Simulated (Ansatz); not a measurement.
C2H6S2Si, SMILES C1CS[SiH2]S1, vertical spin-state energies

Program: Ansatz 0.2.0 through its Python package.

Typed at the interpreter:
```pycon
>>> import ansatz as az
>>> geometry_ang = [
...     ("C", (-0.8023, 0.9352, -0.3888)),
...     ("C", (-1.2064, -0.4386, 0.1476)),
...     ("S", (0.0574, -1.0936, 1.2925)),
...     ("Si", (1.7959, -0.444, 0.2157)),
...     ("S", (0.8408, 0.8715, -1.1846)),
...     ("H", (-0.7789, 1.6772, 0.4178)),
...     ("H", (-1.5329, 1.2792, -1.1279)),
...     ("H", (-2.1576, -0.3667, 0.6847)),
...     ("H", (-1.3473, -1.1515, -0.6732)),
...     ("H", (2.7036, 0.3128, 1.1092)),
...     ("H", (2.4276, -1.5815, -0.493)),
... ]
>>> geometry = az.Crystal.molecule()
>>> for symbol, xyz in geometry_ang:
...     geometry = geometry.atom(symbol, xyz)
...
>>> base = geometry.calculation().basis(gaussian="cc-pVDZ").functional("r2scan")
>>> found = {}
>>> for unpaired in [0, 2]:
...     data = base.spin("collinear", total=unpaired).run().report
...     s = unpaired / 2
...     found[unpaired] = data["free_energy_ev"]
...     print(f"2S+1 = {unpaired + 1}: E = {found[unpaired]:.5f} eV, <S^2> = {abs(data['mean_field']['state']['spin_squared']):.3f} (pure state {s * (s + 1):.2f})")
...
2S+1 = 1: E = -31718.23822 eV, <S^2> = 0.000 (pure state 0.00)
2S+1 = 3: E = -31713.32149 eV, <S^2> = 2.006 (pure state 2.00)
>>> lowest = min(found, key=found.get)
>>> for unpaired, e in found.items():
...     print(f"multiplicity {unpaired + 1}: {96.485332 * (e - found[lowest]):.1f} kJ/mol above the lowest")
...
multiplicity 1: 0.0 kJ/mol above the lowest
multiplicity 3: 474.4 kJ/mol above the lowest
```

In order: multiplicity 1 (+0.00 eV) and multiplicity 3 (+4.92 eV), all at the one geometry.

Caveats:
- Total energies depend on the basis set; only differences at equal settings carry meaning.
- The geometry is a force-field or estimated start, not a minimum of this method, and the basis set is short of its limit. All parts are taken at fixed geometry, without zero-point energy.
- Run time: 2.4 min on 1 thread of Arm Neoverse V2, on a shared host, peak memory 0.45 GiB.
